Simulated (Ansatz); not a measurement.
# Ag: the cost of one run

Method: DFT PBE, scalar-relativistic, plane waves, PAW, in Ansatz 0.2.0.

## (1) The structure to begin with

The structure is cubic, space group Fm-3m (No. 225). The conventional cell has a = 4.150 Å, b = 4.150 Å, c = 4.150 Å, α = 90.00°, β = 90.00°, γ = 90.00°. Around Ag (site symmetry m-3m) lie 12 Ag at 2.93 Å.

As a file:

```xyz
1
Lattice="0.0000 2.0750 2.0750 2.0750 0.0000 2.0750 2.0750 2.0750 0.0000" Properties=species:S:1:pos:R:3 pbc="T T T"
Ag    0.0000    0.0000    0.0000
```

## (2) Relaxing cell and atoms: Ag, no spin

input.yaml

```yaml
crystal:
  lattice:
    - [0.0, 2.075, 2.075]
    - [2.075, 0.0, 2.075]
    - [2.075, 2.075, 0.0]
  atoms:
    - { symbol: Ag, position: [0.0, 0.0, 0.0] }
scf:
  occupations: { method: gaussian, width: 0.3 }
output:
  forces: true
  stress: true
  eigenvalues: true
  write_density: true
  write_potential: true
  elf: true
  volumetric_format: npy
hamiltonian:
  xc: pbe
relax:
  f_tol: 0.003
  max_steps: 60
  cell: { stress_tol: 0.02 }
kpoints:
  mp_grid: { grid: [44, 44, 44] }
```

On the command line:

```console
> ansatz run input.yaml --threads 8 --pin off --max-ram 16384MiB --backend cpu --events-out ev --progress --plain --runs-dir out
```

Q: Estimate wall time and peak memory on 8 threads of AMD EPYC (Zen 3), shared host.

About 73 s, with a peak of 0.91 GiB.
